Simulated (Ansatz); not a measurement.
**CH7N2Y: a ladder of functionals and wavefunction methods**

An exercise on one series of results from a longer session: the logs are not shown, and one member is left open.

The runs use Ansatz 0.2.0, Gaussian basis; functionals in def2-TZVPP, the program's frozen cores in correlated methods.

Levels to be run: LDA (SPW92), PBE-D4, revPBE-D4, BLYP-D4, r2SCAN-D4, B97M-V, PBE0-D4, B3LYP-D4, r2SCANh-D4, r2SCAN0-D4, HSE06-D4, BHLYP-D4, CAM-B3LYP-D4, LC-ωPBE, ωB97X-V, ωB97M-V, B2PLYP, PBE-QIDH; CCSD(T)/def2-SVP; CCSD(T)/def2-TZVPP; MP2/def2-QZVPP; extrapolation to the limit; RPA on PBE.

### The geometry

The geometry comes from an earlier relaxation with PBE0-D4 in a triple-zeta def2 set; it is a stationary point, not always the lowest conformer. Y takes the def2 core potential; no spin-orbit term is included.

SMILES `[CH3][Y]([NH2])[NH2]`, 11 atoms, charge 0, spin multiplicity 1.

Atoms are counted from 1 here; the program's logs count them from 0.

Bond lengths: C1–Y2 2.378 Å, C1–H5 1.099 Å, C1–H6 1.099 Å, C1–H7 1.100 Å, Y2–N3 2.144 Å, Y2–N4 2.144 Å, N3–H8 1.013 Å, N3–H9 1.014 Å, N4–H10 1.014 Å, N4–H11 1.013 Å. Angles: Y2–C1–H5 113.4°, Y2–C1–H6 113.5°, Y2–C1–H7 111.8°, H5–C1–H6 106.3°, H5–C1–H7 105.5°, H6–C1–H7 105.6°, C1–Y2–N3 119.6°, C1–Y2–N4 119.6°, N3–Y2–N4 120.8°, Y2–N3–H8 127.8°, Y2–N3–H9 126.1°, H8–N3–H9 106.0°, Y2–N4–H10 126.2°, Y2–N4–H11 127.8°, H10–N4–H11 106.0°.

The first run:

in.yaml reads:

```yaml
crystal:
  periodic: [false, false, false]
  atoms:
    - {symbol: C, position_ang: [-1.202281, 1.695329, 0.090976]}
    - {symbol: Y, position_ang: [0.188165, -0.231017, -0.010025]}
    - {symbol: N, position_ang: [0.657100, -1.293422, 1.792033]}
    - {symbol: N, position_ang: [0.921364, -0.908414, -1.907624]}
    - {symbol: H, position_ang: [-0.961409, 2.447578, -0.673089]}
    - {symbol: H, position_ang: [-1.162903, 2.214503, 1.058552]}
    - {symbol: H, position_ang: [-2.261826, 1.443383, -0.067066]}
    - {symbol: H, position_ang: [1.221888, -2.128979, 1.891930]}
    - {symbol: H, position_ang: [0.348774, -1.050164, 2.727155]}
    - {symbol: H, position_ang: [0.744517, -0.474669, -2.807310]}
    - {symbol: H, position_ang: [1.506619, -1.714118, -2.095532]}
basis:
  gaussian: {orbitals: def2-TZVPP}
hamiltonian: {xc: lda}
output: {orbitals: {seedname: orbitals}}
```

On the command line:

```bash
$ ansatz run in.yaml --threads 4 --pin off --events-out ev --progress --plain --max-ram 10444MiB
```

Steps of the session up to this table: LDA; PBE-D4 (GGA); revPBE-D4 (GGA); BLYP-D4 (GGA); r2SCAN-D4 (meta-GGA); B97M-V (meta-GGA); B3LYP-D4 (hybrid); r2SCANh-D4 (hybrid); r2SCAN0-D4 (hybrid); HSE06-D4 (hybrid); BHLYP-D4 (hybrid); CAM-B3LYP-D4 (range-separated); LC-ωPBE (range-separated); ωB97X-V (range-separated); ωB97M-V (range-separated); B2PLYP (double hybrid); PBE-QIDH (double hybrid).

One table of the session follows, with a row left open; its other results are not shown here.

It belongs to the step «Frontier levels by functional». 

| functional | HOMO (eV) | LUMO (eV) | gap (eV) |
| --- | --- | --- | --- |
| LDA (SPW92) | -5.21 | -2.25 | 2.96 |
| PBE-D4 | -5.06 | -2.05 | 3.01 |
| revPBE-D4 | -4.99 | -1.92 | 3.07 |
| BLYP-D4 | -4.93 | -2.08 | 2.85 |
| r2SCAN-D4 | ? | ? | ? |
| B97M-V | -5.34 | -1.95 | 3.39 |
| PBE0-D4 | -6.30 | -1.31 | 4.99 |
| B3LYP-D4 | -6.08 | -1.65 | 4.43 |
| r2SCANh-D4 | -5.74 | -1.38 | 4.36 |
| r2SCAN0-D4 | -6.45 | -1.05 | 5.41 |
| HSE06-D4 | -5.90 | -1.66 | 4.23 |
| BHLYP-D4 | -7.46 | -0.78 | 6.67 |
| CAM-B3LYP-D4 | -7.68 | -0.62 | 7.06 |
| LC-ωPBE | -9.07 | 0.56 | 9.63 |
| ωB97X-V | -8.71 | 0.35 | 9.06 |
| ωB97M-V | -8.59 | -0.07 | 8.52 |

Estimate the missing values for r2SCAN-D4.

Worked estimate for «HOMO (eV)». Against the share of exact exchange, r2SCANh-D4 (0.1, -5.74), r2SCAN0-D4 (0.25, -6.45) give a slope of -4.73 per unit share; at 0 the line stands at -5.27.

As computed: HOMO (eV): -5.27; LUMO (eV): -1.61; gap (eV): 3.66. In «HOMO (eV)» the line misses by 0.00.
